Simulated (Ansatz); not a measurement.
# BN: the cost of one run

Program: Ansatz 0.2.0. Level of theory: DFT PBE, scalar-relativistic, plane waves, PAW. These are calculated values, not measurements.

## Step 1: The structure to begin with

The structure is cubic, space group F-43m (No. 216). The conventional cell has a = 3.639 Å, b = 3.639 Å, c = 3.639 Å, α = 90.00°, β = 90.00°, γ = 90.00°. B (site symmetry -43m) is surrounded by 4 N at 1.58 Å. N (site symmetry -43m) has 4 B at 1.58 Å as nearest neighbours.

Structure file:

```xyz
2
Lattice="0.0000 1.8197 1.8197 1.8197 0.0000 1.8197 1.8197 1.8197 0.0000" Properties=species:S:1:pos:R:3 pbc="T T T"
B     0.0000    0.0000    0.0000
N     0.9099    0.9099    0.9099
```

## Step 2: Single point: BN, no spin

Contents of input.yaml:

```yaml
crystal:
  lattice:
    - [0.0, 1.81975, 1.81975]
    - [1.81975, 0.0, 1.81975]
    - [1.81975, 1.81975, 0.0]
  atoms:
    - { symbol: B, position: [0.0, 0.0, 0.0] }
    - { symbol: "N", position: [0.25, 0.25, 0.25] }
scf:
  occupations: { method: fixed }
output:
  stress: true
hamiltonian:
  xc: pbe
kpoints:
  mp_grid: { grid: [12, 12, 12] }
```

Run with:

```bash
> ansatz run input.yaml --threads 2 --pin off --max-ram 8192MiB --backend cpu --events-out ev --progress --plain --runs-dir out
```

What time and memory should one allow on 2 threads of Intel Xeon at 2.30GHz, shared host?

About 1.1 s, with a peak of 0.3 GiB.
